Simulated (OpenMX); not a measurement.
Write the native input for OpenMX 3.8.5 that does the following.

| Item | Value |
| --- | --- |
| Task | single point |
| Functional | PBE |
| Potentials or basis | OpenMX 2013 PBE set, Al7.0-s2p2d1, In7.0-s3p2d2, grid cutoff 500 Ry |
| k mesh | 7 × 7 × 5 |
| Occupations | fermi-dirac, width 0.05 eV |
| Spin | no spin polarisation |
| Mixing scheme | rmm-diisk |
| SCF threshold | 1e-08 Ha |
| Solver | band |
| Max SCF cycles | 100 |

The system is AlIn.

```
CELL_PARAMETERS angstrom
3.05413 0.00000 0.00000
-1.52707 2.64496 0.00000
0.00000 0.00000 5.82802
ATOMIC_POSITIONS crystal
Al 0.00000 0.00000 0.00000
In 0.00000 0.00000 0.50000
```

The cell was built by a generator and needn't be a form met in nature.

These files were run (other wordings do the same):

AlIn.dat

```
System.CurrrentDirectory             ./
System.Name                          AlIn
DATA.PATH                            ./DFT_DATA13
level.of.stdout                      1
level.of.fileout                     1
Species.Number                       2
<Definition.of.Atomic.Species
  Al  Al7.0-s2p2d1           Al_PBE13
  In  In7.0-s3p2d2           In_PBE13
Definition.of.Atomic.Species>

Atoms.Number                         2
Atoms.SpeciesAndCoordinates.Unit     FRAC
<Atoms.SpeciesAndCoordinates
    1  Al    0.0000000000    0.0000000000    0.0000000000   1.500  1.500
    2  In    0.0000000000    0.0000000000    0.5000000000   6.500  6.500
Atoms.SpeciesAndCoordinates>

Atoms.UnitVectors.Unit               Ang
<Atoms.UnitVectors
     3.0541300000    0.0000000000    0.0000000000
    -1.5270700000    2.6449600000    0.0000000000
     0.0000000000    0.0000000000    5.8280200000
Atoms.UnitVectors>

scf.XcType                           GGA-PBE
scf.SpinPolarization                 off
scf.ElectronicTemperature            580.226
scf.energycutoff                     500.0
scf.maxIter                          100
scf.EigenvalueSolver                 band
scf.Kgrid                            7 7 5
scf.Mixing.Type                      rmm-diisk
scf.Init.Mixing.Weight               0.05
scf.Min.Mixing.Weight                0.001
scf.Max.Mixing.Weight                0.3
scf.Mixing.History                   25
scf.Mixing.StartPulay                8
scf.criterion                        1.0e-8
scf.stress.tensor                    on
MD.Type                              nomd
```

Potentials or basis: OpenMX 2013 PBE set, Al7.0-s2p2d1, In7.0-s3p2d2, grid cutoff 500 Ry.

Run with:

```bash
$ openmx AlIn.dat -nt 1 > AlIn.std
```

It gave:

The pressure is 0.0 GPa and the band gap on the k mesh is none (metal or under the smearing width). The mulliken charges are Al +0.12; In -0.12 e.

Caveat: Mulliken charges move with the basis; the basis of atomic orbitals isn't converged, which shifts pressures, moduli and gaps.

Wall time 45 s on 1 thread of Arm Neoverse V2 (shared host), peak memory 0.83 GiB.
